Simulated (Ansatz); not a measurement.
# AsH₅OSi: a ladder of functionals and wavefunction methods

How much do the methods differ for AsH₅OSi? The plan is to run it at one geometry with functionals of several rungs and with coupled cluster. The yardstick is the atomisation energy at the CCSD(T) limit.

Computed with Ansatz 0.2.0, Gaussian basis. Level: functionals in def2-TZVPP, the program's frozen cores in correlated methods.

The runs, in order: LDA (SPW92), PBE-D4, revPBE-D4, BLYP-D4, r2SCAN-D4, B97M-V, PBE0-D4, B3LYP-D4, r2SCANh-D4, r2SCAN0-D4, HSE06-D4, BHLYP-D4, CAM-B3LYP-D4, LC-ωPBE, ωB97X-V, ωB97M-V, B2PLYP, PBE-QIDH; CCSD(T)/def2-SVP; CCSD(T)/def2-TZVPP; MP2/def2-QZVPP; extrapolation to the limit; RPA on PBE.

### Step 1. Structure used throughout

The geometry comes from an earlier relaxation with PBE0-D4 in a triple-zeta def2 set; it is a stationary point, not always the lowest conformer.

SMILES `O[AsH][SiH3]`, 8 atoms, charge 0, spin multiplicity 1.

Atoms are counted from 1 here; the program's logs count them from 0.

Bond lengths: O1–As2 1.814 Å, O1–H4 0.961 Å, As2–Si3 2.373 Å, As2–H5 1.531 Å, Si3–H6 1.488 Å, Si3–H7 1.485 Å, Si3–H8 1.485 Å. Angles: As2–O1–H4 107.7°, O1–As2–Si3 94.8°, O1–As2–H5 96.7°, Si3–As2–H5 91.6°, As2–Si3–H6 107.7°, As2–Si3–H7 111.5°, As2–Si3–H8 108.8°, H6–Si3–H7 109.9°, H6–Si3–H8 109.1°, H7–Si3–H8 109.7°.

### Step 2. LDA

This LDA is Slater exchange with PW92 correlation.

in.yaml

```yaml
crystal:
  periodic: [false, false, false]
  atoms:
    - {symbol: O, position_ang: [-1.227589, 0.304535, -1.467876]}
    - {symbol: As, position_ang: [-0.527932, 1.192980, -0.050090]}
    - {symbol: Si, position_ang: [0.626489, -0.692149, 0.813345]}
    - {symbol: H, position_ang: [-2.101280, 0.666429, -1.636278]}
    - {symbol: H, position_ang: [0.733874, 1.694304, -0.757776]}
    - {symbol: H, position_ang: [1.616715, -0.198949, 1.809097]}
    - {symbol: H, position_ang: [1.321170, -1.444253, -0.261749]}
    - {symbol: H, position_ang: [-0.349448, -1.579999, 1.495529]}
basis:
  gaussian: {orbitals: def2-TZVPP}
hamiltonian: {xc: lda}
output: {orbitals: {seedname: orbitals}}
```

On the command line:

```sh
$ ansatz run in.yaml --threads 2 --pin off --events-out ev --progress --plain --max-ram 4352MiB
```

After this run come: PBE-D4 (GGA); revPBE-D4 (GGA); BLYP-D4 (GGA); r2SCAN-D4 (meta-GGA); B97M-V (meta-GGA); PBE0-D4 (hybrid); B3LYP-D4 (hybrid); r2SCANh-D4 (hybrid); r2SCAN0-D4 (hybrid); HSE06-D4 (hybrid); BHLYP-D4 (hybrid); CAM-B3LYP-D4 (range-separated); LC-ωPBE (range-separated); ωB97X-V (range-separated); ωB97M-V (range-separated); B2PLYP (double hybrid); PBE-QIDH (double hybrid); CCSD(T) in def2-SVP; CCSD(T) in def2-TZVPP; MP2 in def2-QZVPP; RPA on PBE orbitals.

Before running them: what should the planned runs give, taken together? Wanted: atomisation energy, CCSD(T)/CBS; farthest beyond LDA; mean size of error, GGA; mean size of error, meta-GGA; mean size of error, hybrid; mean size of error, range-separated; mean size of error, double hybrid; gap, smallest and largest; T1 diagnostic.

The runs gave:

```
                               quantity                                                                value
        atomisation energy, CCSD(T)/CBS                                                        2290.1 kJ/mol
 functionals within 22.9 kJ/mol (1.0 %)  PBE-D4, BLYP-D4, r2SCAN-D4, B97M-V, B3LYP-D4, CAM-B3LYP-D4, ωB97M-V
                    farthest beyond LDA                                              BHLYP-D4 (-69.4 kJ/mol)
                mean size of error, GGA                                                          17.9 kJ/mol
           mean size of error, meta-GGA                                                           9.2 kJ/mol
             mean size of error, hybrid                                                          39.6 kJ/mol
    mean size of error, range-separated                                                          22.1 kJ/mol
      mean size of error, double hybrid                                                          50.1 kJ/mol
              gap, smallest and largest                            4.31 eV (LDA (SPW92)), 11.16 eV (LC-ωPBE)
                          T1 diagnostic                                                               0.0123
triples share of the correlation energy                                                                3.5 %
```

In words: LDA overbinds by 326.6 kJ/mol (14 %). PBE-D4 misses by +4.0 kJ/mol. Double hybrids carry the basis error of their MP2 part in triple zeta, and no dispersion term here, so their miss is partly the set-up's. The rungs meta-GGA, GGA, range-separated miss on average by less than the doubt on the reference (22.9 kJ/mol), so they tie. Misses under about 22.9 kJ/mol are within the doubt on the reference itself, which lacks core-valence correlation, relativity and higher excitations, and its outer-core shells are covered unevenly. Hartree-Fock recovers 68 % of the binding; the rest is correlation. CCSD(T) in def2-SVP is off by -217.9 kJ/mol, more than most functionals: a good method in a small basis is no reference. The gap grows from 4.3 to 11.2 eV across the functionals, mostly with the share of exact exchange. Correlated methods include outer-core shells of As, which these sets cover unevenly.
